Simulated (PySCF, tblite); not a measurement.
# C9H9O−: geometry, infrared bands and NMR shifts

What infrared bands and NMR shifts should C9H9O− (`C=CC#C[C@@H]1C[C@@H]1C(=C)[O-]`) show?

Computed with tblite 0.8.0 and PySCF 2.14.0, with density-fitted response routines of our own, on a single molecule in the gas phase. Atoms count from 0, in the outputs and in this text.

## Step 1: Starting geometry

19 atoms, charge -1, multiplicity 1; geometry from: force field or distance geometry start.

Bonds of the start (Å): C0–C1 1.32, C1–C2 1.44, C2–C3 1.22, C3–C4 1.46, C4–C5 1.51, C5–C6 1.54, C6–C7 1.44, C7–C8 1.32, C7–O9 1.42, C6–C4 1.44, C0–H10 1.08, C0–H11 1.09, C1–H12 1.09, C4–H13 1.13, C5–H14 1.11, C5–H15 1.09, C6–H16 1.14, C8–H17 1.06, C8–H18 1.11.

## Step 2: Optimising the geometry with GFN2-xTB

Job settings and geometry (Å):

```
{"job": {"kind": "relax", "xc": "GFN2-xTB", "basis": "xTB"}, "charge": -1, "multiplicity": 1}
C      3.490700     0.401400    -1.833100
C      2.511800    -0.455600    -1.597700
C      1.603600    -0.283500    -0.497600
C      0.814100    -0.138900     0.418400
C     -0.091000     0.003800     1.549400
C     -1.329700    -0.859400     1.638000
C     -1.365800     0.666800     1.419400
C     -2.184600     1.012800     0.292300
C     -1.938500     0.776000    -0.984000
O     -3.420700     1.670500     0.551700
H      3.646400     1.298300    -1.243300
H      4.123100     0.161000    -2.687300
H      2.415400    -1.339200    -2.227500
H      0.408900     0.075400     2.560400
H     -1.697700    -1.169100     2.634500
H     -1.579700    -1.451600     0.758800
H     -1.648100     1.267000     2.348400
H     -1.082500     0.290400    -1.377900
H     -2.685500     1.113400    -1.730400
```

Started as:

```
$ OMP_NUM_THREADS=1 python probes_run.py task.json out
```

One launch serves the whole session: the jobs run in the order shown.

**Question.** This job is followed by: GFN2-xTB harmonic vibrations, gas phase; GIAO PBE0/pcSseg-1 NMR shielding, non-relativistic, gas phase. What will the session give for the following? strongest single infrared mode (GFN2-xTB); zero-point energy (GFN2-xTB); 13C shifts against TMS (PBE0/pcSseg-1); 1H shifts against TMS (PBE0/pcSseg-1); 17O shifts against H2O (PBE0/pcSseg-1).

**Answer**, as computed:

| quantity | value |
| --- | --- |
| strongest single infrared mode (GFN2-xTB) | 1617 cm⁻¹, 1063 km/mol |
| zero-point energy (GFN2-xTB) | 90.3 kcal/mol |
| 13C shifts against TMS (PBE0/pcSseg-1) | 172.4, 132.3, 119.2, 118.4, 84.3, 47.6, 37.1, 21.7, 10.4 ppm |
| 1H shifts against TMS (PBE0/pcSseg-1) | 6.17, 5.23, 4.89, 2.38, 1.91, 1.36, 1.34, 0.78, 0.58 ppm |
| 17O shifts against H2O (PBE0/pcSseg-1) | 365.5 ppm |

In words: Relaxing lowered the energy by 1.233 eV in 138 steps; the close pair that moved most is C7–O9, from 1.424 to 1.269 Å. No mode is imaginary among the 51: a minimum at this level. The strongest single mode, at 1617 cm⁻¹, moves mainly C1 and C0. Unscaled tight-binding wavenumbers are off by several per cent, some by more. Its intensities can rank the bands wrongly. At PBE0/pcSseg-1: Shielding is most anisotropic at O9 (span 503 ppm, paramagnetic term -429 ppm). At PBE0/pcSseg-1 the HOMO lies above zero (+0.21 eV), as often for anions in the gas phase: self-interaction error lifts it, or the electron is held by the finite basis alone; counter-ions and solvent are missing.
